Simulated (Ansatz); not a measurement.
Ge2Sb2Te5:

```
Te Sb Ge
1.0
     4.29406    0.00000    0.00000
    -2.14703    3.71877    0.00000
     0.00000    0.00000   17.10135
Te Sb Ge
5 2 2
Direct
  0.66667 0.33333 0.41989
  0.33333 0.66667 0.58011
  0.33333 0.66667 0.20154
  0.66667 0.33333 0.79846
  0.00000 0.00000 0.00000
  0.00000 0.00000 0.32007
  0.00000 0.00000 0.67993
  0.66667 0.33333 0.10290
  0.33333 0.66667 0.89711
```

The cell comes from a database or a generator and needn't be the stable form of this composition.

* Program: Ansatz 0.2.0
* Task: relaxation of cell and atoms
* Functional: PBE
* Potentials or basis: Ansatz PAW
* Cutoff: 420 eV (not typed: the program's choice for these potentials)
* k mesh: 7 × 7 × 2
* Occupations: fermi-dirac, width 0.05 eV
* Spin: no spin polarisation

At the start: volume 30.34 Å³/atom.

How do energy, volume and symmetry change on relaxing?

It ends after 7 steps and the volume is 31.32 Å³/atom (+3.2 %); space group P-3m1 (No. 164, to 0.05 Å).

The path:
| step | energy change (eV) | largest force (eV/Å) | volume (Å³) |
| --- | --- | --- | --- |
| 1 | 0.0000 | 0.0913 | 273.09 |
| 2 | -0.0137 | 0.1664 | 276.76 |
| 3 | -0.0271 | 0.0794 | 277.40 |
| 4 | -0.0337 | 0.0237 | 279.10 |
| 5 | -0.0358 | 0.0148 | 280.79 |
| 6 | -0.0362 | 0.0023 | 281.84 |
| 7 | -0.0376 | 0.0023 | 281.84 |

Final structure:
```
Te Sb Ge
1.0
     4.29223    0.00000    0.00000
    -2.14611    3.71718    0.00000
     0.00000    0.00000   17.66502
Te Sb Ge
5 2 2
Direct
  0.66667 0.33333 0.40585
  0.33333 0.66667 0.59415
  0.33333 0.66667 0.19373
  0.66667 0.33333 0.80627
  0.00000 0.00000 0.00000
  0.00000 0.00000 0.30919
  0.00000 0.00000 0.69081
  0.66667 0.33333 0.09824
  0.33333 0.66667 0.90176
```

Caveat: the plane-wave basis is chosen anew once the cell has moved, so the energies of steps on either side of that aren't comparable; this functional lacks dispersion, which binds the layers, so the pressure and a relaxed spacing across them are unreliable.
